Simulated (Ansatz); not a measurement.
# C₃H₉ClO₃Zr: one species, many methods

One table from this session's results is given with a row withheld; the runs are named, their logs left out.

Method: functionals in def2-TZVPP, the program's frozen cores in correlated methods; program: Ansatz 0.2.0, Gaussian basis.

Plan: LDA (SPW92), PBE-D4, revPBE-D4, BLYP-D4, r2SCAN-D4, B97M-V, PBE0-D4, B3LYP-D4, r2SCANh-D4, r2SCAN0-D4, HSE06-D4, BHLYP-D4, CAM-B3LYP-D4, LC-ωPBE, ωB97X-V, ωB97M-V, B2PLYP, PBE-QIDH; CCSD(T)/def2-SVP; CCSD(T)/def2-TZVPP; MP2/def2-QZVPP; extrapolation to the limit; RPA on PBE.

## Structure used throughout

All runs share one geometry, relaxed beforehand with PBE0-D4 in a triple-zeta def2 set. Zr takes the def2 core potential; no spin-orbit term is included.

17 atoms, charge 0, spin multiplicity 1.

Atoms are counted from 1 here; the program's logs count them from 0.

Bond lengths: C1–C2 1.516 Å, C1–H9 1.092 Å, C1–H10 1.092 Å, C1–H11 1.093 Å, C2–C3 1.516 Å, C2–O4 1.404 Å, C2–H12 1.099 Å, C3–H13 1.091 Å, C3–H14 1.093 Å, C3–H15 1.092 Å, O4–Zr5 1.899 Å, Zr5–O6 1.916 Å, Zr5–O7 1.918 Å, Zr5–Cl8 2.386 Å, O6–H16 0.952 Å, O7–H17 0.952 Å. Angles: C2–C1–H9 110.6°, C2–C1–H10 110.7°, C2–C1–H11 110.2°, H9–C1–H10 108.4°, H9–C1–H11 108.4°, H10–C1–H11 108.4°, C1–C2–C3 112.5°, C1–C2–O4 109.7°, C1–C2–H12 108.9°, C3–C2–O4 109.4°, C3–C2–H12 108.9°, O4–C2–H12 107.3°, C2–C3–H13 110.6°, C2–C3–H14 110.2°, C2–C3–H15 110.6°, H13–C3–H14 108.3°, H13–C3–H15 108.5°, H14–C3–H15 108.5° and more.

Set-up of the first run:

Input file in.yaml:

```yaml
crystal:
  periodic: [false, false, false]
  atoms:
    - {symbol: C, position_ang: [0.675030, 0.083418, -1.897423]}
    - {symbol: C, position_ang: [1.094750, -0.235868, -0.476454]}
    - {symbol: C, position_ang: [1.383798, -1.709883, -0.274092]}
    - {symbol: O, position_ang: [0.090080, 0.168170, 0.416874]}
    - {symbol: Zr, position_ang: [-1.429080, 0.662549, 1.443698]}
    - {symbol: O, position_ang: [-2.833419, 1.231521, 0.271275]}
    - {symbol: O, position_ang: [-0.956431, 2.064632, 2.664084]}
    - {symbol: Cl, position_ang: [-2.136072, -1.262092, 2.663570]}
    - {symbol: H, position_ang: [1.466179, -0.184217, -2.601614]}
    - {symbol: H, position_ang: [0.462528, 1.148783, -2.006451]}
    - {symbol: H, position_ang: [-0.225717, -0.477473, -2.160331]}
    - {symbol: H, position_ang: [1.997888, 0.340528, -0.233652]}
    - {symbol: H, position_ang: [1.664047, -1.907434, 0.761953]}
    - {symbol: H, position_ang: [0.497417, -2.304689, -0.509058]}
    - {symbol: H, position_ang: [2.200970, -2.033585, -0.922909]}
    - {symbol: H, position_ang: [-3.467054, 1.676460, -0.282436]}
    - {symbol: H, position_ang: [-0.484903, 2.739200, 3.142965]}
basis:
  gaussian: {orbitals: def2-TZVPP}
hamiltonian: {xc: lda}
output: {orbitals: {seedname: orbitals}}
```

The run is started by

```
$ ansatz run in.yaml --threads 2 --pin off --events-out ev --progress --plain --max-ram 22528MiB --backend cuda --devices 0, --max-vram 18GiB
```

Among the steps run: LDA; PBE-D4 (GGA); revPBE-D4 (GGA); BLYP-D4 (GGA); r2SCAN-D4 (meta-GGA); B97M-V (meta-GGA); PBE0-D4 (hybrid); B3LYP-D4 (hybrid); r2SCANh-D4 (hybrid); r2SCAN0-D4 (hybrid); HSE06-D4 (hybrid); BHLYP-D4 (hybrid); CAM-B3LYP-D4 (range-separated); LC-ωPBE (range-separated); ωB97X-V (range-separated); ωB97M-V (range-separated); B2PLYP (double hybrid); PBE-QIDH (double hybrid).

One table of the session follows, with a row left open; its other results are not shown here.

It belongs to the step «Orbital energies across the functionals». 

```
  functional  HOMO (eV)  gap (eV)
 LDA (SPW92)          ?         ?
      PBE-D4      -6.77      5.83
   revPBE-D4      -6.70      5.85
     BLYP-D4      -6.64      5.81
   r2SCAN-D4      -7.09      6.37
      B97M-V      -7.20      6.45
     PBE0-D4      -8.21      8.05
    B3LYP-D4      -7.96      7.52
  r2SCANh-D4      -7.63      7.23
  r2SCAN0-D4      -8.44      8.53
    HSE06-D4      -7.81      7.32
    BHLYP-D4      -9.56      9.85
CAM-B3LYP-D4      -9.60     10.02
     LC-ωPBE     -10.96     12.37
     ωB97X-V     -10.62     11.90
     ωB97M-V     -10.51     11.23
```

**Question.** Estimate the row for LDA (SPW92).

**Answer.** HOMO (eV): -6.94; gap (eV): 5.78. In the column «HOMO (eV)» it lies between r2SCAN-D4 (-7.09) and PBE-D4 (-6.77).
